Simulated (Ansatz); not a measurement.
# CH6GeO3: small, medium and large basis sets

Aim: see how fast density functionals converge with the basis set for CH6GeO3.

Computed with Ansatz 0.2.0, Gaussian basis. Level: one geometry, several basis sets.

The runs, in order: PBE0-D4/def2-SVP; ωB97M-V/def2-SVP; PBE0-D4/def2-QZVPP; ωB97M-V/def2-QZVPP; the functionals' def2-TZVPP values are taken from earlier runs.

## (1) The relaxed structure

All runs share one geometry, relaxed beforehand with PBE0-D4 in a triple-zeta def2 set.

SMILES `[CH3][Ge]([OH])([OH])[OH]`, 11 atoms, charge 0, spin multiplicity 1.

Atoms are counted from 1 here; the program's logs count them from 0.

Bond lengths: C1–Ge2 1.921 Å, C1–H6 1.090 Å, C1–H7 1.090 Å, C1–H8 1.090 Å, Ge2–O3 1.773 Å, Ge2–O4 1.773 Å, Ge2–O5 1.773 Å, O3–H9 0.961 Å, O4–H10 0.961 Å, O5–H11 0.961 Å. Angles: Ge2–C1–H6 109.6°, Ge2–C1–H7 109.6°, Ge2–C1–H8 109.6°, H6–C1–H7 109.3°, H6–C1–H8 109.3°, H7–C1–H8 109.3°, C1–Ge2–O3 111.5°, C1–Ge2–O4 111.5°, C1–Ge2–O5 111.5°, O3–Ge2–O4 107.4°, O3–Ge2–O5 107.4°, O4–Ge2–O5 107.4°, Ge2–O3–H9 111.1°, Ge2–O4–H10 111.1°, Ge2–O5–H11 111.1°.

Geometry (Å):

```
atom    x (Å)    y (Å)    z (Å)
  C1  -1.5369   0.4525   0.3791
 Ge2   0.2559  -0.0794  -0.0593
  O3   1.3249   0.0172   1.3524
  O4   0.9496   0.9550  -1.3217
  O5   0.3104  -1.7495  -0.6530
  H6  -1.5161   1.4002   0.9169
  H7  -2.1178   0.5695  -0.5356
  H8  -2.0011  -0.3082   1.0065
  H9   1.8052  -0.8050   1.4789
 H10   1.8078   1.2953  -1.0564
 H11   0.7837  -1.8044  -1.4870
```

## (2) PBE0-D4 in def2-SVP

Input file in.yaml:

```yaml
crystal:
  periodic: [false, false, false]
  atoms:
    - {symbol: C, position_ang: [-1.536895, 0.452508, 0.379090]}
    - {symbol: Ge, position_ang: [0.255937, -0.079412, -0.059312]}
    - {symbol: O, position_ang: [1.324883, 0.017152, 1.352361]}
    - {symbol: O, position_ang: [0.949580, 0.955035, -1.321675]}
    - {symbol: O, position_ang: [0.310350, -1.749540, -0.652953]}
    - {symbol: H, position_ang: [-1.516148, 1.400206, 0.916907]}
    - {symbol: H, position_ang: [-2.117817, 0.569462, -0.535600]}
    - {symbol: H, position_ang: [-2.001123, -0.308209, 1.006475]}
    - {symbol: H, position_ang: [1.805175, -0.805044, 1.478856]}
    - {symbol: H, position_ang: [1.807805, 1.295307, -1.056427]}
    - {symbol: H, position_ang: [0.783652, -1.804364, -1.487022]}
basis:
  gaussian: {orbitals: def2-SVP}
hamiltonian: {xc: pbe0, dispersion: d4}
output: {orbitals: {seedname: orbitals}}
```

Launch:

```console
> ansatz run in.yaml --threads 4 --pin off --events-out ev --progress --plain --max-ram 10444MiB
```

The runs that follow: ωB97M-V in def2-SVP; PBE0-D4 in def2-QZVPP; ωB97M-V in def2-QZVPP.

**Question.** What will the summary of the whole plan be? Wanted: PBE0-D4: double and triple zeta above quadruple; ωB97M-V: double and triple zeta above quadruple.

**Answer**, as computed:

| quantity | value |
| --- | --- |
| PBE0-D4: double and triple zeta above quadruple | 18.04, 1.67 eV |
| ωB97M-V: double and triple zeta above quadruple | 18.22, 1.62 eV |

What this shows: For PBE0-D4 the step from double to triple zeta gains 16.37 eV and the next only 1.67 eV. Total energies overstate the basis error of differences, where much of it tends to cancel. The LUMO of ωB97M-V is positive and keeps falling with the basis (2.49 to 1.19 eV): an unbound level that the basis holds in place.
